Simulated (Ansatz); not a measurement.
# Zr2S3: the cost of one run

Method: DFT PBE, scalar-relativistic, plane waves, PAW, in Ansatz 0.2.0.

3 further runs of the same task are left out: 2 that didn't finish, 1 set aside as unsound or not needed.

### Step 1. Starting point

The structure is tetragonal, space group P4/mmm (No. 123). The conventional cell has a = 4.181 Å, b = 4.181 Å, c = 6.953 Å, α = 90.00°, β = 90.00°, γ = 90.00°. Zr (site symmetry 4mm) has 8 S at 2.88 to 3.31 Å and 1 Zr at 2.99 Å as nearest neighbours. S (site symmetry mmm) has 4 Zr at 2.88 Å and 4 S at 2.96 Å as nearest neighbours. S (site symmetry 4/mmm) has 8 Zr at 3.31 Å as nearest neighbours.

Structure file:

```
Zr S
1.0
     4.18086    0.00000    0.00000
     0.00000    4.18086    0.00000
     0.00000    0.00000    6.95315
Zr S
2 3
Direct
  0.50000 0.50000 0.78489
  0.50000 0.50000 0.21511
  0.00000 0.50000 0.50000
  0.50000 0.00000 0.50000
  0.00000 0.00000 0.00000
```

The cell is invented: random cell by space group and Wyckoff sites (P4/mmm, No. 123). Its size is a rough estimate.

### Step 2. The guess as it stands, on a coarse mesh

Contents of input.yaml:

```yaml
crystal:
  lattice:
    - [4.18085855, 0.0, 0.0]
    - [0.0, 4.18085855, 0.0]
    - [0.0, 0.0, 6.95315353]
  atoms:
    - { symbol: Zr, position: [0.5, 0.5, 0.78488656] }
    - { symbol: Zr, position: [0.5, 0.5, 0.21511344] }
    - { symbol: S, position: [0.0, 0.5, 0.5] }
    - { symbol: S, position: [0.5, 0.0, 0.5] }
    - { symbol: S, position: [0.0, 0.0, 0.0] }
basis:
  ecutwfc: 420
kpoints:
  mp_grid: { grid: [4, 4, 4] }
hamiltonian:
  xc: pbe
scf:
  occupations: { method: gaussian, width: 0.1 }
  lower_state_search: "off"
output:
  forces: true
  stress: true
  eigenvalues: true
```

Command:

```
$ ansatz run input.yaml --threads 1 --pin off --max-ram 2048MiB --backend cpu --events-out ev --progress --plain --runs-dir out
```

**Question.** How long does this run take on 1 thread of Arm Neoverse V1, shared host, and how much memory does it need?

About 3.4 s, with a peak of 0.36 GiB.
